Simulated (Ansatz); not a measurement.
What does this script print? It uses the Ansatz DFT code, driven from Python.

`run_energy.py`:
```python
# -*- coding: utf-8 -*-
from pathlib import Path

import ansatz as az
import numpy as np
import pandas as pd


def main():
    geometry_ang = [
        ("F", [-0.4055, -2.0552, -0.2511]),
        ("Si", [-0.2012, -1.1125, 1.0352]),
        ("S", [1.3568, 0.2417, 0.6234]),
        ("Si", [0.3735, 1.1092, -0.9738]),
        ("F", [1.1814, 2.2749, -1.6154]),
        ("F", [-1.0644, 1.7383, -0.4084]),
        ("H", [-1.4104, -0.3876, 1.4127]),
        ("H", [0.2427, -1.9772, 2.1492]),
        ("H", [0.0155, 0.122, -1.989]),
    ]
    geometry = az.Crystal.molecule()
    for symbol, xyz in geometry_ang:
        geometry = geometry.atom(symbol, xyz)

    job = geometry.calculation()
    job = job.basis(gaussian="6-31G*").correlation("MP2")
    job = job.forces()
    job = job.orbitals()
    outcome = job.run(threads=1, runs_dir="out")
    rep = outcome.report

    print("reference energy %16.6f eV" % rep["reference_energy_ev"])
    print("total energy     %16.6f eV" % rep["free_energy_ev"])
    print("occupied orbitals outside the frozen core (up, down):", rep["n_occupied"], " frozen:", rep["n_frozen"], " virtual:", rep["n_virtual"])

    parts = rep["correlation"]
    for name in ("random_phase", "coupled_cluster", "perturbative"):
        if name in parts:
            print(f"{name:16s} {parts[name]['energy']['hartree']:12.7f} Ha")
    if "second_order" in parts:
        pair = parts["second_order"]
        print(f"MP2 same spin {pair['same_spin']['hartree']:.7f} Ha, opposite spin {pair['opposite_spin']['hartree']:.7f} Ha")

    state = rep["mean_field"]["state"]
    print(f"mean field: {state['energy']['hartree']:.7f} Ha, <S^2> = {abs(state['spin_squared']):.4f}, stability: {state.get('stability', {}).get('kind')}")

    symbols = [site.symbol for site in geometry.cartesian_sites]
    print("forces (eV/A)")
    for symbol, f in zip(symbols, rep["forces_ev_ang"]):
        print(f"  {symbol:2s} {f[0]:9.4f} {f[1]:9.4f} {f[2]:9.4f}")

    charges = rep["charge_distribution"]
    table = pd.DataFrame({"atom": symbols, "mulliken": charges["mulliken_charges_e"], "lowdin": charges["lowdin_charges_e"]})
    print(table.round(3).to_string())
    print("dipole (e A):", np.round(charges["dipole_moment_e_ang"], 4) + 0.0)

    lines = Path(rep["orbitals_path"]).read_text().splitlines()
    field_of = lambda key: [line.split("=")[1].strip() for line in lines if line.startswith(key)]
    orbitals = [(27.211386 * float(e), s, float(n)) for e, s, n in zip(field_of("Ene="), field_of("Spin="), field_of("Occup="))]
    homo = max(e for e, _, n in orbitals if n > 0.5)
    lumo = min(e for e, _, n in orbitals if n < 0.5)
    for e, spin, n in sorted(orbitals):
        if homo - 10 < e < lumo + 5:
            print(f"{spin:6s} {e:10.3f} eV  occupation {n:.0f}")


if __name__ == "__main__":
    main()
```

```console
$ python run_energy.py
reference energy    -34712.198797 eV
total energy        -34733.854759 eV
occupied orbitals outside the frozen core (up, down): [19, 19]  frozen: 18  virtual: [71, 71]
MP2 same spin -0.2130671 Ha, opposite spin -0.5827749 Ha
mean field: -1275.6497770 Ha, <S^2> = 0.0000, stability: minimum
forces (eV/A)
  F    -0.3285   -0.0660   -0.2862
  Si    0.2369   -0.5932    0.8439
  S     0.7547    0.1064    0.4123
  Si   -3.0304   -0.2890    0.6901
  F     1.0784    1.3239   -0.5898
  F     1.5493   -0.5949   -0.6353
  H    -0.3753    0.0422   -0.1906
  H     0.0935    0.0930   -0.0220
  H     0.0213   -0.0223   -0.2224
  atom  mulliken  lowdin
0    F    -0.412  -0.128
1   Si     0.821   0.314
2    S    -0.402  -0.022
3   Si     1.095   0.274
4    F    -0.380  -0.071
5    F    -0.427  -0.166
6    H    -0.086  -0.060
7    H    -0.103  -0.076
8    H    -0.106  -0.064
dipole (e A): [-0.0463 -0.214   0.1344]
Alpha     -21.111 eV  occupation 2
Alpha     -19.608 eV  occupation 2
Alpha     -19.393 eV  occupation 2
Alpha     -19.135 eV  occupation 2
Alpha     -18.626 eV  occupation 2
Alpha     -18.588 eV  occupation 2
Alpha     -17.895 eV  occupation 2
Alpha     -17.780 eV  occupation 2
Alpha     -17.439 eV  occupation 2
Alpha     -15.961 eV  occupation 2
Alpha     -14.377 eV  occupation 2
Alpha     -13.610 eV  occupation 2
Alpha     -12.762 eV  occupation 2
Alpha     -11.377 eV  occupation 2
Alpha       2.850 eV  occupation 0
Alpha       3.848 eV  occupation 0
Alpha       4.522 eV  occupation 0
Alpha       4.793 eV  occupation 0
Alpha       5.067 eV  occupation 0
Alpha       6.125 eV  occupation 0
Alpha       6.783 eV  occupation 0
Alpha       7.608 eV  occupation 0
```

Total energies depend on the basis set; only differences at equal settings carry meaning. The geometry is a force-field or estimated start, not a minimum of this method, and the basis set is short of its limit. The Löwdin charges here are taken after orthogonalising the functions within each atom; they differ from plain Löwdin charges, and their signs can be unphysical. Alpha marks a spatial orbital of a restricted run, filled by both spins. Levels such as HOMO and LUMO are orbital energies: in Hartree-Fock the gap is too wide and the LUMO hangs on the basis. S² is that of the Hartree-Fock reference. Finished in 4.9 s on 1 thread of AMD EPYC 9B14 (Zen 4) (shared host), peak memory 0.36 GiB.
